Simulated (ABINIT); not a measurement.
A run of ABINIT 10.8.3 (patched build):

Contents of run.abi:

```
pp_dirpath "./"
pseudos "In.upf, As.upf"

acell 3*1.0
rprim
     8.8281976316     0.0000000000     0.0000000000
     0.0000000000     8.8281976316     0.0000000000
     0.0000000000     0.0000000000     8.8281976316
ntypat 2
znucl 49 33
natom 4
typat 1 1 1 2
xred
     0.5000000000     0.5000000000     0.0000000000
     0.5000000000     0.0000000000     0.5000000000
     0.0000000000     0.5000000000     0.5000000000
     0.0000000000     0.0000000000     0.0000000000

ecut 1142.878222 eV

kptopt 1
ngkpt 6 6 6
nshiftk 1
shiftk 0.0 0.0 0.0

ixc -116133

nband 33
occopt 3
tsmear 0.05 eV

nstep 100
tolvrs 1.0e-10

iomode 3
prtwf 0
prtden 0
prteig 0
prtebands 0
enunit 1
```

Potentials or basis: PseudoDojo NC SR PBEsol v0.4.1 standard.

Launch:

```console
$ abinit run.abi > log 2>&1
```

Hardware: 1 thread of AMD EPYC (Zen 3), with other jobs on the host.

Problem. Estimate the wall time of this run.

Solution. It took 15 min on 1 thread of AMD EPYC (Zen 3), on a shared host, peak memory 0.18 GiB. Counts: scf iterations 15, mpi ranks 1, k points 20, bands 33, plane waves 8974.
